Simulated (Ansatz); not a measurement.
**C₂H₈ClGeNSi: how energies converge with the basis set**

One table from this session's results is given with a row withheld; the runs are named, their logs left out.

Method: one geometry, several basis sets; program: Ansatz 0.2.0, Gaussian basis.

The runs, in order: PBE0-D4/def2-SVP; ωB97M-V/def2-SVP; PBE0-D4/def2-QZVPP; ωB97M-V/def2-QZVPP; the functionals' def2-TZVPP values are taken from earlier runs.

**Structure used throughout**

The geometry comes from an earlier relaxation with PBE0-D4 in a triple-zeta def2 set; it is a stationary point, not always the lowest conformer.

SMILES `C=C[N]([GeH3])[SiH2]Cl`, 14 atoms, charge 0, spin multiplicity 1.

Atoms are counted from 1 here; the program's logs count them from 0.

Bond lengths: C1–C2 1.332 Å, C1–H7 1.081 Å, C1–H8 1.084 Å, C2–N3 1.394 Å, C2–H9 1.089 Å, N3–Ge4 1.865 Å, N3–Si5 1.716 Å, Ge4–H10 1.532 Å, Ge4–H11 1.535 Å, Ge4–H12 1.535 Å, Si5–Cl6 2.063 Å, Si5–H13 1.480 Å, Si5–H14 1.477 Å. Angles: C2–C1–H7 119.7°, C2–C1–H8 123.2°, H7–C1–H8 117.1°, C1–C2–N3 127.1°, C1–C2–H9 118.8°, N3–C2–H9 114.1°, C2–N3–Ge4 118.6°, C2–N3–Si5 119.8°, Ge4–N3–Si5 121.0°, N3–Ge4–H10 105.0°, N3–Ge4–H11 109.4°, N3–Ge4–H12 108.4°, H10–Ge4–H11 111.4°, H10–Ge4–H12 111.8°, H11–Ge4–H12 110.6°, N3–Si5–Cl6 112.8°, N3–Si5–H13 108.5°, N3–Si5–H14 109.2° and more.

Set-up of the first run:

Input file in.yaml:

```yaml
crystal:
  periodic: [false, false, false]
  atoms:
    - {symbol: C, position_ang: [-0.686746, -2.105139, -0.096199]}
    - {symbol: C, position_ang: [-0.941910, -0.841134, 0.236881]}
    - {symbol: N, position_ang: [-0.144722, 0.273489, -0.017299]}
    - {symbol: Ge, position_ang: [1.477960, 0.028438, -0.904010]}
    - {symbol: Si, position_ang: [-0.552147, 1.788975, 0.677243]}
    - {symbol: Cl, position_ang: [0.301000, 2.072409, 2.533677]}
    - {symbol: H, position_ang: [-1.404279, -2.877290, 0.142954]}
    - {symbol: H, position_ang: [0.219299, -2.414235, -0.605228]}
    - {symbol: H, position_ang: [-1.872696, -0.613444, 0.754046]}
    - {symbol: H, position_ang: [2.099741, 1.426579, -0.986255]}
    - {symbol: H, position_ang: [2.361860, -0.931262, -0.096041]}
    - {symbol: H, position_ang: [1.186498, -0.548482, -2.295812]}
    - {symbol: H, position_ang: [-2.018206, 1.839127, 0.869972]}
    - {symbol: H, position_ang: [-0.038550, 2.872869, -0.184830]}
basis:
  gaussian: {orbitals: def2-SVP}
hamiltonian: {xc: pbe0, dispersion: d4}
output: {orbitals: {seedname: orbitals}}
```

Run with:

```
$ ansatz run in.yaml --threads 4 --pin off --events-out ev --progress --plain --max-ram 11315MiB
```

Steps of the session up to this table: PBE0-D4 in def2-SVP; ωB97M-V in def2-SVP; PBE0-D4 in def2-QZVPP; ωB97M-V in def2-QZVPP.

One of the session's tables, all rows but one given; the rest of the session is left out.

It belongs to the step «Functionals by basis». 

```
functional       basis  HOMO (eV)  LUMO (eV)
   PBE0-D4    def2-SVP      -6.48       0.46
   PBE0-D4  def2-TZVPP      -6.56       0.17
   PBE0-D4  def2-QZVPP      -6.58       0.00
   ωB97M-V    def2-SVP          ?          ?
   ωB97M-V  def2-TZVPP      -8.74       1.97
   ωB97M-V  def2-QZVPP      -8.75       1.48
```

Q: Estimate the row for ωB97M-V, def2-SVP from the others.

The run gave: HOMO (eV): -8.63; LUMO (eV): 2.35. In the column «HOMO (eV)» it lies between ωB97M-V, def2-TZVPP (-8.74) and PBE0-D4, def2-QZVPP (-6.58).
